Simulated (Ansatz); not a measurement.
This script drives Ansatz's Python interface.

Contents of `fgeh3o2.xyz`:
```text
7

O    -0.32420    1.05220   -0.99610
Ge   -0.11380   -0.06600    0.32730
O     1.57310   -0.56700    0.33710
F    -1.05860   -1.46030    0.08800
H    -1.32570    1.34100   -0.95230
H    -0.46650    0.62880    1.67550
H     1.77700   -0.99670   -0.52520
```

`methods_fgeh3o2.py`
```python
"""FGeH3O2 at several levels of theory."""

from pathlib import Path

import ansatz
import numpy as np

BASIS_SET = "def2-SVP"

mol = ansatz.Crystal.molecule_from_extxyz("fgeh3o2.xyz")

calculation = mol.calculation().basis(gaussian=BASIS_SET)

print("functional    E (Ha)        dipole (D)   HOMO (eV)  LUMO (eV)")
for name in ["hse06", "blyp", "revpbe", "r2scan0", "pbe0"]:
    r = calculation.functional(name).forces().orbitals().run(runs_dir="runs").report
    lines = Path(r["orbitals_path"]).read_text().splitlines()
    field_of = lambda key: [line.split("=")[1].strip() for line in lines if line.startswith(key)]
    orbitals = [(27.211386 * float(e), s, float(n)) for e, s, n in zip(field_of("Ene="), field_of("Spin="), field_of("Occup="))]
    homo = max(e for e, _, n in orbitals if n > 0.5)
    lumo = min(e for e, _, n in orbitals if n < 0.5)
    dipole = 4.803205 * np.linalg.norm(r["charge_distribution"]["dipole_moment_e_ang"])
    print(f"{name:10s} {r['free_energy_ev'] / 27.211386246:14.6f} {dipole:9.3f} {homo:11.3f} {lumo:10.3f}")
```

It is started by `python methods_fgeh3o2.py`. How long does it take on 1 thread of Arm Neoverse V2, with other jobs on the host, and how much memory does it need?

It took about 16 s, with a peak of 0.26 GiB, for 5 runs of the engine.

```console
$ python methods_fgeh3o2.py
functional    E (Ha)        dipole (D)   HOMO (eV)  LUMO (eV)
hse06        -2328.187903     1.538      -8.732     -0.159
blyp         -2328.730494     1.403      -7.110     -0.770
revpbe       -2328.466747     1.408      -7.217     -0.692
r2scan0      -2328.535570     1.592      -9.489      0.539
pbe0         -2328.197350     1.540      -9.142      0.222
```

Notes:
- Total energies depend on the basis set; only differences at equal settings carry meaning.
- The geometry is a force-field or estimated start, not a minimum of this method, and the basis set is short of its limit. A lower total doesn't mark the better method: functionals have no common bound, and MP2 and coupled cluster aren't variational.
- Levels such as HOMO and LUMO are orbital energies: with these approximate functionals they aren't the ionisation energy and electron affinity, and their gap isn't the fundamental gap.
- hse06 follows the composition of plane-wave codes, whose totals differ by tens of mHa, up to about 0.1 Ha, from the form usual in Gaussian-basis programs (wpbeh).
